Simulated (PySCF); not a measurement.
# C2H6OSeSi: the cost of one run

Programs: PySCF 2.14.0, with density-fitted response routines of our own. Each step states its level of theory. These are calculated values for one molecule in the gas phase, unless marked as measured. Atoms are numbered from 0 throughout.

## 1. The starting structure

11 atoms, charge 0, multiplicity 1; geometry from: PBE0-D3(BJ)/def2-SVP.

Bonds of the start (Å): C0–Se1 1.96, Se1–Si2 2.27, Si2–C3 1.94, C3–O4 1.20, C0–H5 1.10, C0–H6 1.10, C0–H7 1.10, Si2–H8 1.49, Si2–H9 1.50, C3–H10 1.13.

## 2. Shielding tensors: PBE0/pcSseg-2

What the job is given:

```
{"job": {"kind": "nmr", "xc": "PBE0", "basis": "pcSseg-2", "pop": false}, "charge": 0, "multiplicity": 1}
C     -2.357917     0.427331     0.221730
Se    -0.648809     1.365240     0.407210
Si     0.668988    -0.268567    -0.469010
C      2.485498     0.399218    -0.428677
O      3.372762    -0.237755    -0.936184
H     -2.555741     0.187121    -0.830775
H     -3.129996     1.117174     0.585114
H     -2.367961    -0.484380     0.833256
H      0.310745    -0.591919    -1.883384
H      0.609140    -1.532521     0.327906
H      2.704841     1.382087     0.076142
```

With the program's defaults for keys left out, this is: GIAO PBE0/pcSseg-2 NMR shielding, non-relativistic, gas phase.

Started as:

```
$ OMP_NUM_THREADS=1 python probes_run.py task.json out
```

One launch serves the whole session: the jobs run in the order shown.

**Question.** How long does this first job take on 1 thread of Arm Neoverse V1, shared host, and how much memory does it need?

About 50 s, with a peak of 1.2 GiB.
